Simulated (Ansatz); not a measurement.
**C2H8FN2Nb: a ladder of functionals and wavefunction methods**

One table from this session's results is given with a row withheld; the runs are named, their logs left out.

Program: Ansatz 0.2.0, Gaussian basis. Level of theory: functionals in def2-TZVPP, the program's frozen cores in correlated methods. These are calculated values, not measurements.

Plan: LDA (SPW92), PBE-D4, revPBE-D4, BLYP-D4, r2SCAN-D4, B97M-V, PBE0-D4, B3LYP-D4, r2SCANh-D4, r2SCAN0-D4, HSE06-D4, BHLYP-D4, CAM-B3LYP-D4, LC-ωPBE, ωB97X-V, ωB97M-V, B2PLYP, PBE-QIDH; CCSD(T)/def2-SVP; CCSD(T)/def2-TZVPP; MP2/def2-QZVPP; extrapolation to the limit; RPA on PBE.

## Structure used throughout

All runs share one geometry, relaxed beforehand with PBE0-D4 in a triple-zeta def2 set. Nb takes the def2 core potential; no spin-orbit term is included.

14 atoms, charge 0, spin multiplicity 1.

Atoms are counted from 1 here; the program's logs count them from 0.

Bond lengths: C1–N2 1.419 Å, C1–H7 1.096 Å, C1–H8 1.096 Å, C1–H9 1.096 Å, N2–Nb3 1.743 Å, Nb3–C4 2.163 Å, Nb3–N5 1.967 Å, Nb3–F6 1.897 Å, C4–H10 1.097 Å, C4–H11 1.096 Å, C4–H12 1.092 Å, N5–H13 1.008 Å, N5–H14 1.012 Å. Angles: N2–C1–H7 110.7°, N2–C1–H8 111.6°, N2–C1–H9 110.6°, H7–C1–H8 108.1°, H7–C1–H9 107.7°, H8–C1–H9 107.9°, C1–N2–Nb3 173.4°, N2–Nb3–C4 103.0°, N2–Nb3–N5 104.3°, N2–Nb3–F6 114.0°, C4–Nb3–N5 107.4°, C4–Nb3–F6 109.8°, N5–Nb3–F6 117.2°, Nb3–C4–H10 110.2°, Nb3–C4–H11 109.3°, Nb3–C4–H12 112.6°, H10–C4–H11 108.2°, H10–C4–H12 108.5° and more.

Geometry (Å):

```
C    -0.96023   -2.14754    0.76371
N    -0.49584   -0.82659    0.53223
Nb    0.13747    0.79416    0.43815
C     1.86043    0.56849   -0.85041
N    -1.22476    1.79201   -0.57001
F     0.67588    1.51146    2.11007
H    -0.47174   -2.85420    0.08369
H    -0.76126   -2.47013    1.79163
H    -2.04083   -2.21264    0.59302
H     2.30854    1.54786   -1.05906
H     2.61074   -0.05166   -0.34680
H     1.61313    0.09065   -1.80082
H    -2.08671    1.43441   -0.95164
H    -1.17763    2.79431   -0.70496
```

Set-up of the first run:

File in.yaml:

```yaml
crystal:
  periodic: [false, false, false]
  atoms:
    - {symbol: C, position_ang: [-0.960227, -2.147541, 0.763712]}
    - {symbol: N, position_ang: [-0.495841, -0.826589, 0.532228]}
    - {symbol: Nb, position_ang: [0.137469, 0.794163, 0.438149]}
    - {symbol: C, position_ang: [1.860429, 0.568486, -0.850414]}
    - {symbol: N, position_ang: [-1.224761, 1.792008, -0.570010]}
    - {symbol: F, position_ang: [0.675880, 1.511462, 2.110072]}
    - {symbol: H, position_ang: [-0.471738, -2.854197, 0.083692]}
    - {symbol: H, position_ang: [-0.761255, -2.470128, 1.791626]}
    - {symbol: H, position_ang: [-2.040828, -2.212635, 0.593022]}
    - {symbol: H, position_ang: [2.308544, 1.547858, -1.059064]}
    - {symbol: H, position_ang: [2.610740, -0.051660, -0.346795]}
    - {symbol: H, position_ang: [1.613128, 0.090649, -1.800821]}
    - {symbol: H, position_ang: [-2.086712, 1.434413, -0.951639]}
    - {symbol: H, position_ang: [-1.177626, 2.794308, -0.704959]}
basis:
  gaussian: {orbitals: def2-TZVPP}
hamiltonian: {xc: lda}
output: {orbitals: {seedname: orbitals}}
```

Among the steps run: LDA; PBE-D4 (GGA); revPBE-D4 (GGA); BLYP-D4 (GGA); r2SCAN-D4 (meta-GGA); B97M-V (meta-GGA); PBE0-D4 (hybrid); B3LYP-D4 (hybrid); r2SCANh-D4 (hybrid); r2SCAN0-D4 (hybrid); HSE06-D4 (hybrid); BHLYP-D4 (hybrid); CAM-B3LYP-D4 (range-separated); LC-ωPBE (range-separated); ωB97X-V (range-separated); ωB97M-V (range-separated); B2PLYP (double hybrid); PBE-QIDH (double hybrid).

One of the session's tables, all rows but one given; the rest of the session is left out.

It belongs to the step «Orbital energies across the functionals». 

```
  functional  HOMO (eV)  gap (eV)
 LDA (SPW92)      -6.07      4.10
      PBE-D4      -5.91      4.16
   revPBE-D4      -5.84      4.18
     BLYP-D4      -5.78      4.12
   r2SCAN-D4      -6.14      4.55
      B97M-V      -6.20      4.60
     PBE0-D4      -7.21      6.34
    B3LYP-D4      -6.99      5.86
  r2SCANh-D4      -6.64      5.36
  r2SCAN0-D4      -7.38      6.60
    HSE06-D4      -6.81      5.56
    BHLYP-D4          ?         ?
CAM-B3LYP-D4      -8.59      8.80
     LC-ωPBE      -9.94     11.35
     ωB97X-V      -9.59     10.88
     ωB97M-V      -9.51     10.42
```

Estimate the missing values for BHLYP-D4.

Worked estimate for «HOMO (eV)». Against the share of exact exchange, BLYP-D4 (0, -5.78), B3LYP-D4 (0.2, -6.99) give a slope of -6.05 per unit share; at 0.5 the line stands at -8.80.

The run gave: HOMO (eV): -8.40; gap (eV): 8.51. In «HOMO (eV)» the line misses by -0.40.
